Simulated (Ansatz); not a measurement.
# C₆H₂F₄: energies up the ladder

The task, for C₆H₂F₄: energies up the ladder.

Program: Ansatz 0.2.0. Level of theory: the levels named in each step. These are calculated values, not measurements.

### Step 1. Starting point

Bond lengths: F1–C2 1.337 Å, C2–C3 1.384 Å, C3–C4 1.383 Å, C4–C5 1.384 Å, C5–F6 1.337 Å, C5–C7 1.392 Å, C7–F8 1.335 Å, C2–C9 1.392 Å, C7–C9 1.392 Å, C9–F10 1.335 Å, C3–H11 1.078 Å, C4–H12 1.078 Å. Angles (14 of 18 angles, heavy atoms first): F1–C2–C3 119.7°, F1–C2–C9 119.4°, C3–C2–C9 120.9°, C2–C3–C4 119.7°, C3–C4–C5 119.7°, C4–C5–F6 119.7°, C4–C5–C7 120.9°, F6–C5–C7 119.4°, C5–C7–F8 120.7°, C5–C7–C9 119.3°, F8–C7–C9 120.0°, C2–C9–C7 119.3°, C2–C9–F10 120.7°, C7–C9–F10 120.0°.

As a file:

```xyz
12

F     2.7735   -0.0647   -0.0746
C     1.4589   -0.3096   -0.0508
C     1.0040   -1.6157   -0.0915
C    -0.3548   -1.8698   -0.0679
C    -1.2492   -0.8163   -0.0007
F    -2.5634   -1.0632    0.0230
C    -0.8010    0.5011    0.0429
F    -1.6680    1.5135    0.1100
C     0.5666    0.7571    0.0146
F     1.0108    2.0151    0.0513
H     1.7209   -2.4185   -0.1425
H    -0.7345   -2.8778   -0.0997
```

### Step 2. A rough first relaxation, PBE-D4/def2-SVP

The input, input.yaml:

```yaml
crystal:
  periodic: [false, false, false]
  atoms:
    - { symbol: F, position_ang: [2.77349, -0.06466, -0.07458] }
    - { symbol: C, position_ang: [1.4589, -0.30959, -0.05081] }
    - { symbol: C, position_ang: [1.00401, -1.61568, -0.09147] }
    - { symbol: C, position_ang: [-0.3548, -1.86984, -0.06791] }
    - { symbol: C, position_ang: [-1.2492, -0.81628, -0.00068] }
    - { symbol: F, position_ang: [-2.56343, -1.06316, 0.02301] }
    - { symbol: C, position_ang: [-0.80098, 0.50111, 0.04293] }
    - { symbol: F, position_ang: [-1.66802, 1.51351, 0.11001] }
    - { symbol: C, position_ang: [0.56663, 0.75713, 0.0146] }
    - { symbol: F, position_ang: [1.01078, 2.01514, 0.05134] }
    - { symbol: H, position_ang: [1.72092, -2.41848, -0.14247] }
    - { symbol: H, position_ang: [-0.73446, -2.87777, -0.0997] }
basis:
  gaussian: { orbitals: def2-SVP }
hamiltonian:
  xc: pbe
  dispersion: d4
relax:
  f_tol: 0.03
  max_steps: 200
```

The run is started by

```console
ansatz run input.yaml --threads 4 --pin off --max-ram 10240MiB --backend cpu --events-out ev --progress --plain --runs-dir out
```

The runs that follow: Relaxation, PBE0-D4/def2-TZVP; Relaxation, PBE0-D4/def2-SVP; Frequencies, PBE0-D4/def2-SVP; Single point, PBE-D4/def2-TZVPP; Single point, r2SCAN-D4/def2-TZVPP; Single point, B3LYP-D4/def2-TZVPP; Single point, wB97M-V/def2-TZVPP; Single point, B2PLYP/def2-TZVPP; Single point, PBE0-D4/def2-TZVPP; Single point, LDA/def2-TZVPP; Single point, PBE0-D4/def2-SVP; Single point, PBE-D4/def2-SVP.

Before running it: what results should come out? Wanted: F1–C2 at PBE0-D4/def2-SVP; C2–C3 at PBE0-D4/def2-SVP; C2–C9 at PBE0-D4/def2-SVP; frequencies at PBE0-D4/def2-SVP; energy at PBE-D4/def2-SVP.

**Answer**, as computed:

```
                       quantity             value
      F1–C2 at PBE0-D4/def2-SVP           1.325 Å
      C2–C3 at PBE0-D4/def2-SVP           1.387 Å
      C2–C9 at PBE0-D4/def2-SVP           1.396 Å
frequencies at PBE0-D4/def2-SVP  155 to 3253 cm⁻¹
      energy at PBE-D4/def2-SVP     -17090.551 eV
```

**Reading.** The F1–C2 distance spreads over 0.005 Å, from PBE0-D4/def2-SVP (shortest) to PBE0-D4/def2-TZVP. No mode is imaginary, so the geometry is a minimum. These totals serve in differences with atoms or fragments at the same level; alone they don't rank the methods.
